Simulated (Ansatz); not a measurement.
# SnO: the cost of one run

Computed with Ansatz 0.2.0 (DFT PBE+D3(BJ), scalar-relativistic, plane waves, PAW, unless a step's input says otherwise).

3 further runs of the same task are left out: 3 set aside as unsound or not needed.

## Step 1: The system as given

Symmetry: Pmma, No. 51, orthorhombic system. The conventional cell has a = 3.820 Å, b = 3.820 Å, c = 22.226 Å, α = 90.00°, β = 90.00°, γ = 90.00°. Sn (site symmetry mm2) is surrounded by 4 O at 2.25 Å. O (site symmetry mm2) is surrounded by 4 Sn at 2.25 Å.

As a file:

```cif
data_structure
_symmetry_space_group_name_H-M 'P 1'
_symmetry_Int_Tables_number 1
_cell_length_a 3.8202
_cell_length_b 3.8202
_cell_length_c 22.2261
_cell_angle_alpha 90.000
_cell_angle_beta 90.000
_cell_angle_gamma 90.000
_cell_volume 324.36
loop_
_atom_site_label
_atom_site_type_symbol
_atom_site_fract_x
_atom_site_fract_y
_atom_site_fract_z
_atom_site_occupancy
Sn1 Sn 0.50000 0.00000 0.20246 1
O1 O 0.00000 0.00000 0.25562 1
O2 O 0.50000 0.50000 0.25562 1
Sn2 Sn 0.00000 0.50000 0.30878 1
Sn3 Sn 0.00000 0.00000 0.48875 1
O3 O 0.50000 0.00000 0.54191 1
O4 O 0.00000 0.50000 0.54191 1
Sn4 Sn 0.50000 0.50000 0.59507 1
```

This is the geometry of the first run shown, built on a cell relaxed beforehand with the same method.

## Step 2: Plan of the line

Atoms count from 1 in the order of the input.

The upper layer of a bilayer is slid over the lower one; relaxed at each slide: nothing; the origin of the map has Sn5 above Sn4; the distance between the facing planes is held at 4.00 Å.

First coordinate, slide of the upper layer along the first cell vector, from Sn5 above Sn4: 8 values from 0.000 to 0.875, periodic. Second coordinate, slide of the upper layer along the second cell vector, from Sn5 above Sn4: 8 values from 0.000 to 0.875, periodic.

Nothing else is relaxed. Points are written as (first, second).

The two vectors of the plane (Å): (3.820, 0.000, 0.000); (0.000, 3.820, 0.000).

## Step 3: The run at (0/8, 4/8) of the map's two axes

The cell repeats along c, and a dipole correction in the vacuum removes the field between the copies.

input.yaml

```yaml
crystal:
  lattice:
    - [3.8201711355, 0.0, 0.0]
    - [0.0, 3.8201711355, 0.0]
    - [0.0, 0.0, 22.2260714393]
  atoms:
    - { symbol: Sn, position: [0.5, 0.0, 0.2024649301] }
    - { symbol: O, position: [0.0, 0.0, 0.2556240258] }
    - { symbol: O, position: [0.5, 0.5, 0.2556240258] }
    - { symbol: Sn, position: [0.0, 0.5, 0.3087831216] }
    - { symbol: Sn, position: [0.0, 1.0, 0.4887519483] }
    - { symbol: O, position: [0.5, 1.0, 0.5419110441] }
    - { symbol: O, position: [0.0, 0.5, 0.5419110441] }
    - { symbol: Sn, position: [0.5, 0.5, 0.5950701398] }
basis:
  ecutwfc: 420
kpoints:
  mp_grid: { grid: [7, 7, 1] }
hamiltonian:
  xc: pbe
  pseudopotentials: { kind: paw, azcp: { folder: soft_1 } }
  dispersion: d3bj
scf:
  occupations: { method: gaussian, width: 0.05 }
output:
  forces: true
  eigenvalues: true
efield:
  axis: 3
  dipole_correction: true
  ramp_width: 0.04
```

On the command line:

```console
$ ansatz run input.yaml --threads 1 --pin off --max-ram 3072MiB --backend cpu --events-out ev --progress --plain --runs-dir out
```

Q: Estimate wall time and peak memory on 1 thread of Intel Xeon 6975P-C (Granite Rapids), shared host.

About 15 s, with a peak of 0.57 GiB.
